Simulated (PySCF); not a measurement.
# HoH₃O₃: ligand-field states

Wanted: ligand-field states for HoH₃O₃.

Programs: PySCF 2.14.0, with routines of our own; each step states its level. All values are computed. Atoms count from 0.

## 1. The starting structure

7 atoms, charge 0, states of the metal's open shell are computed; geometry from: model geometry, bond lengths from ionic radii.

## 2. Ligand-field states: state-averaged CASSCF

The job: settings as JSON, then the geometry in Å.

```
{"job": {"kind": "lf", "basis": {"metal": "x2c-TZVPall", "ligand": "x2c-SVPall"}, "nevpt": false}, "charge": 0, "metal": "Ho", "open_shell": "f10"}
Ho     0.000000     0.000000     0.000000
O      2.091000     0.000000     0.000000
H      2.631000     0.800000     0.000000
O     -1.045500     1.810859     0.000000
H     -2.008320     1.878513     0.000000
O     -1.045500    -1.810859     0.000000
H     -0.622680    -2.678513     0.000000
```

Level: state-averaged CASSCF of the metal f shell, state-interaction spin-orbit coupling.

Run with:

```console
> OMP_NUM_THREADS=1 python lf_run.py task.json out
```

The driver reads the jobs from task.json and runs them one after another.

Standard output:

```text
basis functions 161, electrons 94, active (10e, 7o)
stage 1: DIIS on the effective Fock matrix, level shift 0.30
cycle   1  E = -12800.2189771616  dE = -1.280e+04  max|g| = 8.136e+00
cycle   2  E = -12715.1389186103  dE =  8.508e+01  max|g| = 1.281e+01
cycle   3  E = -12565.9793288740  dE =  1.492e+02  max|g| = 2.299e+01
cycle   4  E = -12828.8522124063  dE = -2.629e+02  max|g| = 5.496e+00
cycle   5  E = -12832.9853173169  dE = -4.133e+00  max|g| = 3.289e+00
cycle   6  E = -12838.0162055332  dE = -5.031e+00  max|g| = 8.373e-01
cycle   7  E = -12838.3275363353  dE = -3.113e-01  max|g| = 2.949e-01
cycle   8  E = -12838.6236586213  dE = -2.961e-01  max|g| = 1.612e-01
cycle   9  E = -12838.6353261273  dE = -1.167e-02  max|g| = 1.150e-01
cycle  10  E = -12838.6211066652  dE =  1.422e-02  max|g| = 1.625e-01
cycle  11  E = -12838.5368506426  dE =  8.426e-02  max|g| = 2.275e-01
cycle  12  E = -12838.1837480204  dE =  3.531e-01  max|g| = 4.551e-01
cycle  13  E = -12837.0638686786  dE =  1.120e+00  max|g| = 8.974e-01
cycle  14  E = -12835.4398042179  dE =  1.624e+00  max|g| = 1.474e+00
cycle  15  E = -12833.7011785912  dE =  1.739e+00  max|g| = 1.948e+00
stage 2: quasi-Newton rotations from the point of smallest gradient
cycle  17  E = -12838.6742357376  dE = -3.891e-02  max|g| = 2.439e-02
cycle  18  E = -12838.6761812174  dE = -1.945e-03  max|g| = 1.657e-02
cycle  19  E = -12838.6766012218  dE = -4.200e-04  max|g| = 1.252e-02
cycle  20  E = -12838.6766507513  dE = -4.953e-05  max|g| = 6.640e-03
cycle  21  E = -12838.6766638388  dE = -1.309e-05  max|g| = 1.046e-03
cycle  22  E = -12838.6766657239  dE = -1.885e-06  max|g| = 4.838e-04
cycle  23  E = -12838.6766658943  dE = -1.703e-07  max|g| = 1.097e-04
cycle  24  E = -12838.6766659151  dE = -2.082e-08  max|g| = 1.782e-05
cycle  25  E = -12838.6766659160  dE = -9.786e-10  max|g| = 5.792e-06
converged average energy = -12838.6766659160

 mult deg   label        CASSCF/cm-1   NEVPT2/cm-1
   5   1   5A'                 0.0
   5   2   5E''               54.7
   5   2   5E'               186.7
   5   1   5A''              277.3
   5   1   5A''              537.8
   5   2   5E'               585.7
   5   2   5E''              658.8
   5   1   5A'               883.9
   5   1   5A'               889.4
   5   1   5A''            17281.3
   5   1   5A''            17397.1
   5   1   5A'             18037.7
   5   2   5E'             18054.3
   5   2   5E''            18406.5
   5   1   5A'             18597.2
   3   2   3E''            21415.3
   3   1   3A'             21426.4
   3   1   3A'             21440.9
   3   2   3E''            21445.3
   3   2   3E'             21451.0
   3   1   3A''            21453.0
   3   1   3A'             21479.4
   3   2   3E''            21484.0
   3   2   3E'             21489.8
   3   1   3A''            21491.3
   3   1   3A'             26925.1
   3   2   3E''            26957.8
   3   2   3E'             27063.0
   3   1   3A''            27207.2
   3   1   3A''            27292.4
   3   2   3E'             27515.8
   3   2   3E''            27777.4
   5   1   5A''            28037.8
   5   2   5E'             28180.6
   5   1   5A''            28220.4
   5   1   5A'             28255.3
   5   2   5E''            28262.6
   5   2   5E'             28321.8
   3   1   3A'             29315.3
   3   2   3E'             29340.9
   3   2   3E''            29365.7
   3   2   3E'             29480.0
   3   2   3E''            29491.2
   3   1   3A''            29557.0
   3   1   3A''            29690.8
   3   1   3A'             29695.1
   3   1   3A'             29700.7
   3   2   3E'             29842.8
   3   2   3E''            29920.3
   3   2   3E'             30107.6
   3   1   3A''            30224.9
   3   1   3A''            30298.2
   3   2   3E'             30372.4
   3   2   3E''            30432.9
   3   1   3A'             30453.2
   3   2   3E'             32040.0
   3   2   3E''            32539.7
   3   1   3A'             32749.3
   3   2   3E''            33262.8
   3   1   3A'             33557.2

spin-orbit levels / cm-1
      0.00  x1  5E'' 0.46 5A' 0.41 5E' 0.08
     23.64  x2  5E'' 0.45 5A' 0.31 5E' 0.16
     85.98  x2  5E'' 0.36 5E' 0.36 5A'' 0.12
    137.86  x1  5E' 0.49 5A'' 0.28 5E'' 0.18
    283.83  x1  5E' 0.32 5A'' 0.26 5E'' 0.18
    346.30  x2  5A'' 0.26 5E' 0.23 5E' 0.23
    441.00  x2  5E' 0.41 5A'' 0.19 5A'' 0.18
    521.12  x1  5E' 0.47 5E'' 0.36 5E' 0.06
    531.10  x1  5E' 0.48 5E'' 0.37 5A' 0.04
    617.22  x2  5E'' 0.71 5A' 0.11 5A' 0.11
    781.32  x2  5A' 0.47 5A' 0.47 3E'' 0.05
   5076.36  x1  5E'' 0.60 5E' 0.32 5E' 0.04
   5095.34  x2  5E'' 0.30 5E' 0.30 5A' 0.22
   5151.26  x2  5A' 0.35 5A'' 0.16 5A'' 0.15
   5237.71  x1  5E'' 0.42 5A'' 0.26 5E' 0.19
   5242.11  x1  5E'' 0.40 5A'' 0.26 5E' 0.26
   5351.79  x2  5E' 0.45 5E' 0.36 5E'' 0.15
   5474.52  x2  5E'' 0.39 5A'' 0.23 5A'' 0.21
   5602.63  x1  5E' 0.33 5E'' 0.30 5A' 0.29
   5602.76  x1  5E' 0.34 5E'' 0.30 5A' 0.29
   5743.34  x2  5A' 0.37 5A' 0.37 5E'' 0.22
   8720.32  x1  5E' 0.61 5A' 0.25 5E' 0.08
   8736.52  x2  5E'' 0.56 5A'' 0.16 5A'' 0.12
   8789.05  x2  5A' 0.35 5E' 0.20 5A'' 0.14
   8863.79  x1  5E' 0.39 5E'' 0.25 5E'' 0.16
   8918.27  x1  5E' 0.47 5E'' 0.32 5E'' 0.08
   9032.87  x2  5E'' 0.36 5E' 0.21 5A'' 0.19
   9192.00  x2  5E' 0.34 5E'' 0.19 5A' 0.14
   9340.86  x1  5A' 0.61 5E'' 0.27 5E' 0.04
   9340.92  x1  5A' 0.61 5E'' 0.27 5E' 0.04
```

Wall time 24 s (1 thread of Arm Neoverse V1, shared host); peak memory 0.45 GiB.

Warnings kept with the result: spin Hamiltonian not valid, low-lying orbital states.

Key values:

| quantity | value |
| --- | --- |
| spin-orbit constant ζ | 2154 cm⁻¹ |

Powder susceptibility:

| T (K) | χT (cm³ K/mol) | μ(eff) |
| --- | --- | --- |
| 2 | 1.611 | 3.59 |
| 5 | 4.016 | 5.67 |
| 10 | 7.401 | 7.69 |
| 20 | 10.445 | 9.14 |
| 30 | 11.527 | 9.60 |
| 50 | 12.419 | 9.96 |
| 75 | 12.876 | 10.15 |
| 100 | 13.116 | 10.24 |
| 150 | 13.387 | 10.35 |
| 200 | 13.540 | 10.41 |
| 250 | 13.635 | 10.44 |
| 300 | 13.698 | 10.47 |

The fields below are evaluated on a grid from the run's orbitals.

The spin density lies nearest to Ho0 100 %.

## 3. Ligand-field states: state-averaged CASSCF (avg hs)

The job: settings as JSON, then the geometry in Å.

```
{"job": {"kind": "lf", "basis": {"metal": "x2c-TZVPall", "ligand": "x2c-SVPall"}, "nevpt": false, "avg": "hs"}, "charge": 0, "metal": "Ho", "open_shell": "f10"}
Ho     0.000000     0.000000     0.000000
O      2.091000     0.000000     0.000000
H      2.631000     0.800000     0.000000
O     -1.045500     1.810859     0.000000
H     -2.008320     1.878513     0.000000
O     -1.045500    -1.810859     0.000000
H     -0.622680    -2.678513     0.000000
```

With the program's defaults for keys left out, this is: state-averaged CASSCF of the metal f shell, state-interaction spin-orbit coupling.

Standard output:

```text
basis functions 161, electrons 94, active (10e, 7o)
stage 1: DIIS on the effective Fock matrix, level shift 0.30
cycle   1  E = -12800.2626358598  dE = -1.280e+04  max|g| = 8.141e+00
cycle   2  E = -12715.3582013003  dE =  8.490e+01  max|g| = 1.287e+01
cycle   3  E = -12565.8428095902  dE =  1.495e+02  max|g| = 2.299e+01
cycle   4  E = -12829.0046884093  dE = -2.632e+02  max|g| = 5.460e+00
cycle   5  E = -12833.1632170659  dE = -4.159e+00  max|g| = 3.272e+00
cycle   6  E = -12838.1138075783  dE = -4.951e+00  max|g| = 8.595e-01
cycle   7  E = -12838.3755392842  dE = -2.617e-01  max|g| = 3.712e-01
cycle   8  E = -12838.7671575652  dE = -3.916e-01  max|g| = 2.286e-01
cycle   9  E = -12838.7589690353  dE =  8.189e-03  max|g| = 1.187e-01
cycle  10  E = -12838.7610478860  dE = -2.079e-03  max|g| = 1.416e-01
cycle  11  E = -12838.5724300100  dE =  1.886e-01  max|g| = 2.983e-01
cycle  12  E = -12838.2554232360  dE =  3.170e-01  max|g| = 4.467e-01
cycle  13  E = -12837.6355783836  dE =  6.198e-01  max|g| = 7.093e-01
cycle  14  E = -12836.6821134422  dE =  9.535e-01  max|g| = 1.055e+00
cycle  15  E = -12835.6826886350  dE =  9.994e-01  max|g| = 1.391e+00
stage 2: quasi-Newton rotations from the point of smallest gradient
cycle  17  E = -12838.8218041026  dE = -6.284e-02  max|g| = 4.213e-02
cycle  18  E = -12838.8243063436  dE = -2.502e-03  max|g| = 4.515e-02
cycle  19  E = -12838.8264544374  dE = -2.148e-03  max|g| = 2.115e-02
cycle  20  E = -12838.8265483383  dE = -9.390e-05  max|g| = 7.592e-03
cycle  21  E = -12838.8265866831  dE = -3.834e-05  max|g| = 1.867e-03
cycle  22  E = -12838.8265894933  dE = -2.810e-06  max|g| = 4.911e-04
cycle  23  E = -12838.8265898330  dE = -3.396e-07  max|g| = 1.181e-04
cycle  24  E = -12838.8265898691  dE = -3.618e-08  max|g| = 4.099e-05
cycle  25  E = -12838.8265898727  dE = -3.551e-09  max|g| = 8.717e-06
converged average energy = -12838.8265898727

 mult deg   label        CASSCF/cm-1   NEVPT2/cm-1
   5   1   5A'                 0.0
   5   2   5E''               54.2
   5   2   5E'               185.0
   5   1   5A''              274.2
   5   1   5A''              537.8
   5   2   5E'               584.0
   5   2   5E''              655.4
   5   1   5A'               879.7
   5   1   5A'               885.4
   5   1   5A''            17352.6
   5   1   5A''            17471.0
   5   1   5A'             18108.4
   5   2   5E'             18124.3
   5   2   5E''            18474.1
   5   1   5A'             18664.1
   3   2   3E''            21501.6
   3   1   3A'             21515.1
   3   1   3A'             21526.6
   3   2   3E''            21536.5
   3   2   3E'             21545.4
   3   1   3A''            21548.2
   3   1   3A'             21569.1
   3   2   3E''            21572.9
   3   2   3E'             21578.3
   3   1   3A''            21579.9
   3   1   3A'             27039.4
   3   2   3E''            27073.0
   3   2   3E'             27179.5
   3   1   3A''            27322.9
   3   1   3A''            27409.6
   3   2   3E'             27630.7
   3   2   3E''            27893.1
   5   1   5A''            28146.4
   5   2   5E'             28288.4
   5   1   5A''            28334.2
   5   1   5A'             28367.4
   5   2   5E''            28375.3
   5   2   5E'             28432.6
   3   1   3A'             29432.8
   3   2   3E'             29464.3
   3   2   3E''            29485.7
   3   2   3E'             29601.7
   3   2   3E''            29613.7
   3   1   3A''            29680.4
   3   1   3A''            29816.1
   3   1   3A'             29818.9
   3   1   3A'             29824.3
   3   2   3E'             29968.1
   3   2   3E''            30044.3
   3   2   3E'             30232.0
   3   1   3A''            30349.7
   3   1   3A''            30422.5
   3   2   3E'             30496.9
   3   2   3E''            30557.4
   3   1   3A'             30577.6
   3   2   3E'             32173.5
   3   2   3E''            32674.4
   3   1   3A'             32883.3
   3   2   3E''            33399.3
   3   1   3A'             33697.5

spin-orbit levels / cm-1
      0.00  x1  5E'' 0.46 5A' 0.41 5E' 0.08
     23.48  x2  5E'' 0.45 5A' 0.31 5E' 0.16
     85.21  x2  5E' 0.36 5E'' 0.35 5A'' 0.12
    136.17  x1  5E' 0.49 5A'' 0.28 5E'' 0.18
    284.20  x1  5E' 0.32 5A'' 0.26 5E'' 0.18
    345.50  x2  5A'' 0.26 5E' 0.23 5E' 0.22
    438.96  x2  5E' 0.40 5A'' 0.19 5A'' 0.18
    517.90  x1  5E' 0.47 5E'' 0.36 5E' 0.06
    528.18  x1  5E' 0.48 5E'' 0.37 5A' 0.04
    613.46  x2  5E'' 0.71 5A' 0.11 5A' 0.11
    777.49  x2  5A' 0.47 5A' 0.47 3E'' 0.05
   5092.73  x1  5E'' 0.60 5E' 0.32 5E' 0.04
   5111.59  x2  5E'' 0.30 5E' 0.30 5A' 0.22
   5167.15  x2  5A' 0.35 5A'' 0.16 5A'' 0.15
   5252.95  x1  5E'' 0.42 5A'' 0.26 5E' 0.19
   5257.55  x1  5E'' 0.40 5A'' 0.26 5E' 0.26
   5366.38  x2  5E' 0.45 5E' 0.36 5E'' 0.15
   5488.23  x2  5E'' 0.39 5A'' 0.23 5A'' 0.21
   5615.47  x1  5E' 0.33 5E'' 0.30 5A' 0.29
   5615.61  x1  5E' 0.34 5E'' 0.30 5A' 0.29
   5755.56  x2  5A' 0.37 5A' 0.37 5E'' 0.22
   8749.09  x1  5E' 0.61 5A' 0.25 5E' 0.08
   8765.15  x2  5E'' 0.56 5A'' 0.16 5A'' 0.12
   8817.27  x2  5A' 0.35 5E' 0.20 5A'' 0.14
   8891.18  x1  5E' 0.39 5E'' 0.25 5E'' 0.16
   8946.17  x1  5E' 0.48 5E'' 0.33 5E'' 0.08
   9059.69  x2  5E'' 0.36 5E' 0.21 5A'' 0.19
   9217.76  x2  5E' 0.34 5E'' 0.19 5A' 0.14
   9365.77  x1  5A' 0.61 5E'' 0.27 5E' 0.04
   9365.82  x1  5A' 0.61 5E'' 0.27 5E' 0.04
```

Run time: 18 s. Hardware: 1 thread of Arm Neoverse V1, shared host; peak memory 0.45 GiB.

Warnings kept with the result: spin Hamiltonian not valid, low-lying orbital states.

From this job:

| quantity | value |
| --- | --- |
| spin-orbit constant ζ | 2162 cm⁻¹ |

Powder susceptibility:

| T (K) | χT (cm³ K/mol) | μ(eff) |
| --- | --- | --- |
| 2 | 1.622 | 3.60 |
| 20 | 10.470 | 9.15 |
| 100 | 13.124 | 10.24 |
| 300 | 13.706 | 10.47 |

## 4. Ligand-field states: state-averaged CASSCF (solvent dimethylsulfoxide) in dimethylsulfoxide

The job: settings as JSON, then the geometry in Å.

```
{"job": {"kind": "lf", "basis": {"metal": "x2c-TZVPall", "ligand": "x2c-SVPall"}, "nevpt": false, "solvent": "dimethylsulfoxide"}, "charge": 0, "metal": "Ho", "open_shell": "f10"}
Ho     0.000000     0.000000     0.000000
O      2.091000     0.000000     0.000000
H      2.631000     0.800000     0.000000
O     -1.045500     1.810859     0.000000
H     -2.008320     1.878513     0.000000
O     -1.045500    -1.810859     0.000000
H     -0.622680    -2.678513     0.000000
```

Method: state-averaged CASSCF of the metal f shell, state-interaction spin-orbit coupling.

Standard output:

```text
basis functions 161, electrons 94, active (10e, 7o)
stage 1: DIIS on the effective Fock matrix, level shift 0.30
cycle   1  E = -12800.7073126929  dE = -1.280e+04  max|g| = 8.014e+00
cycle   2  E = -12748.7907044574  dE =  5.192e+01  max|g| = 1.070e+01
cycle   3  E = -12556.9690193379  dE =  1.918e+02  max|g| = 2.339e+01
cycle   4  E = -12830.7333562137  dE = -2.738e+02  max|g| = 5.163e+00
cycle   5  E = -12834.4612344214  dE = -3.728e+00  max|g| = 2.191e+00
cycle   6  E = -12837.5933568085  dE = -3.132e+00  max|g| = 1.122e+00
cycle   7  E = -12838.4863809009  dE = -8.930e-01  max|g| = 1.896e-01
cycle   8  E = -12838.6625534897  dE = -1.762e-01  max|g| = 1.400e-01
cycle   9  E = -12838.6965022964  dE = -3.395e-02  max|g| = 8.265e-02
cycle  10  E = -12837.6594821693  dE =  1.037e+00  max|g| = 7.499e-01
cycle  11  E = -12835.2785064471  dE =  2.381e+00  max|g| = 1.540e+00
cycle  12  E = -12833.3496526813  dE =  1.929e+00  max|g| = 2.161e+00
cycle  13  E = -12832.3313601272  dE =  1.018e+00  max|g| = 2.436e+00
cycle  14  E = -12832.0034315906  dE =  3.279e-01  max|g| = 2.468e+00
cycle  15  E = -12831.7493545597  dE =  2.541e-01  max|g| = 2.560e+00
stage 2: quasi-Newton rotations from the point of smallest gradient
cycle  17  E = -12838.7088453571  dE = -1.234e-02  max|g| = 9.521e-02
cycle  18  E = -12838.7124055516  dE = -3.560e-03  max|g| = 3.968e-02
cycle  19  E = -12838.7128611245  dE = -4.556e-04  max|g| = 2.465e-03
cycle  20  E = -12838.7128842279  dE = -2.310e-05  max|g| = 1.014e-03
cycle  21  E = -12838.7128877432  dE = -3.515e-06  max|g| = 4.588e-04
cycle  22  E = -12838.7128881741  dE = -4.309e-07  max|g| = 9.820e-05
cycle  23  E = -12838.7128882149  dE = -4.078e-08  max|g| = 3.393e-05
cycle  24  E = -12838.7128882200  dE = -5.102e-09  max|g| = 6.222e-06
converged average energy = -12838.7128882200

 mult deg   label        CASSCF/cm-1   NEVPT2/cm-1
   5   1   5A'                 0.0
   5   2   5E''               51.2
   5   2   5E'               173.3
   5   1   5A''              252.5
   5   1   5A''              528.2
   5   2   5E'               556.4
   5   2   5E''              598.9
   5   1   5A'               800.6
   5   1   5A'               807.3
   5   1   5A''            17338.1
   5   1   5A''            17464.2
   5   1   5A'             18023.5
   5   2   5E'             18050.3
   5   2   5E''            18345.5
   5   1   5A'             18515.9
   3   2   3E''            21399.2
   3   1   3A'             21409.0
   3   1   3A'             21424.2
   3   2   3E''            21426.4
   3   2   3E'             21431.5
   3   1   3A''            21433.5
   3   1   3A'             21453.9
   3   2   3E''            21459.2
   3   2   3E'             21464.9
   3   1   3A''            21466.0
   3   1   3A'             26945.1
   3   2   3E''            26977.5
   3   2   3E'             27079.0
   3   1   3A''            27209.8
   3   1   3A''            27297.7
   3   2   3E'             27487.0
   3   2   3E''            27706.7
   5   1   5A''            27988.1
   5   2   5E'             28147.2
   5   1   5A''            28179.7
   5   1   5A'             28234.7
   5   2   5E''            28237.0
   5   2   5E'             28300.8
   3   1   3A'             29322.2
   3   2   3E''            29372.3
   3   2   3E'             29399.3
   3   2   3E'             29484.4
   3   1   3A''            29521.9
   3   2   3E''            29525.6
   3   1   3A''            29662.8
   3   1   3A'             29705.7
   3   1   3A'             29711.7
   3   2   3E'             29788.7
   3   2   3E''            29909.6
   3   2   3E'             30078.3
   3   1   3A''            30179.4
   3   1   3A''            30259.0
   3   2   3E'             30321.1
   3   2   3E''            30374.4
   3   1   3A'             30392.2
   3   2   3E'             32055.2
   3   2   3E''            32505.5
   3   1   3A'             32680.0
   3   2   3E''            33259.7
   3   1   3A'             33528.7

spin-orbit levels / cm-1
      0.00  x1  5E'' 0.46 5A' 0.40 5E' 0.08
     22.41  x1  5E'' 0.45 5A' 0.30 5E' 0.16
     22.48  x1  5E'' 0.45 5A' 0.30 5E' 0.16
     80.48  x1  5E' 0.36 5E'' 0.35 5A'' 0.13
     80.50  x1  5E' 0.36 5E'' 0.35 5A'' 0.13
    126.11  x1  5E' 0.49 5A'' 0.28 5E'' 0.18
    281.46  x1  5E' 0.30 5A'' 0.26 5E' 0.19
    334.21  x1  5A'' 0.26 5E' 0.24 5E' 0.21
    334.26  x1  5A'' 0.26 5E' 0.24 5E' 0.21
    414.59  x2  5E' 0.40 5A'' 0.19 5A'' 0.18
    477.17  x1  5E' 0.46 5E'' 0.36 5E' 0.07
    489.30  x1  5E' 0.47 5E'' 0.37 5E' 0.05
    557.06  x2  5E'' 0.70 5A' 0.11 5A' 0.11
    706.85  x2  5A' 0.47 5A' 0.47 3E'' 0.05
   5078.00  x1  5E'' 0.59 5E' 0.31 5E' 0.05
   5095.52  x1  5E'' 0.30 5E' 0.29 5A' 0.22
   5095.64  x1  5E'' 0.30 5E' 0.29 5A' 0.22
   5147.17  x1  5A' 0.35 5A'' 0.16 5A'' 0.15
   5147.19  x1  5A' 0.35 5A'' 0.16 5A'' 0.15
   5225.25  x1  5E'' 0.42 5A'' 0.26 5E' 0.18
   5231.63  x1  5E'' 0.39 5E' 0.26 5A'' 0.26
   5329.57  x1  5E' 0.45 5E' 0.36 5E'' 0.16
   5329.60  x1  5E' 0.45 5E' 0.36 5E'' 0.16
   5438.37  x1  5E'' 0.38 5A'' 0.23 5A'' 0.21
   5438.38  x1  5E'' 0.38 5A'' 0.23 5A'' 0.21
   5549.98  x1  5E' 0.32 5E'' 0.30 5A' 0.29
   5550.14  x1  5E' 0.33 5E'' 0.29 5A' 0.29
   5671.93  x2  5A' 0.37 5A' 0.37 5E'' 0.22
   8722.30  x1  5E' 0.59 5A' 0.25 5E' 0.10
   8736.48  x1  5E'' 0.56 5A'' 0.16 5A'' 0.12
```

Wall time 19 s (1 thread of Arm Neoverse V1, shared host); peak memory 0.48 GiB.

Warnings kept with the result: spin Hamiltonian not valid, low-lying orbital states.

Key values:

| quantity | value |
| --- | --- |
| spin-orbit constant ζ | 2155 cm⁻¹ |

Powder susceptibility:

| T (K) | χT (cm³ K/mol) | μ(eff) |
| --- | --- | --- |
| 2 | 1.690 | 3.68 |
| 20 | 10.579 | 9.20 |
| 100 | 13.127 | 10.25 |
| 300 | 13.708 | 10.47 |

## 5. Ligand field across the series

From the CASSCF states (cm⁻¹; the spread is that of the fitted one-electron ligand-field levels):

| step | setting | ground state | next state | orbital spread | ζ | μ(eff), 300 K |
| --- | --- | --- | --- | --- | --- | --- |
| 2 | as given | 5A' | 5E'' at 55 | 2134 | 2154 | 10.47 |
| 3 | avg hs | 5A' | 5E'' at 54 | 2130 | 2162 | 10.47 |
| 4 | solvent dimethylsulfoxide | 5A' | 5E'' at 51 | 1933 | 2155 | 10.47 |

## 6. Results

| quantity | value |
| --- | --- |
| spin-orbit constant ζ (step 2, state-averaged CASSCF) | 2154 cm⁻¹ |
| ground multiplicity, μ(eff) at 300 K (step 2, 3 donors at 2.09 Å) | 5, 10.47 μB |
| ground multiplicity, μ(eff) at 300 K (step 3, 3 donors at 2.09 Å) | 5, 10.47 μB |
| ground multiplicity, μ(eff) at 300 K (step 4, 3 donors at 2.09 Å) | 5, 10.47 μB |

In words: In step 2, χT goes from 1.61 at 2 K to 13.70 cm³ K/mol at 300 K, as higher levels fill or mix in. The spread of the ligand-field levels runs from 1933 cm⁻¹ (solvent dimethylsulfoxide) to 2134 cm⁻¹ (as given); μ(eff) at 300 K: 10.47 μB.
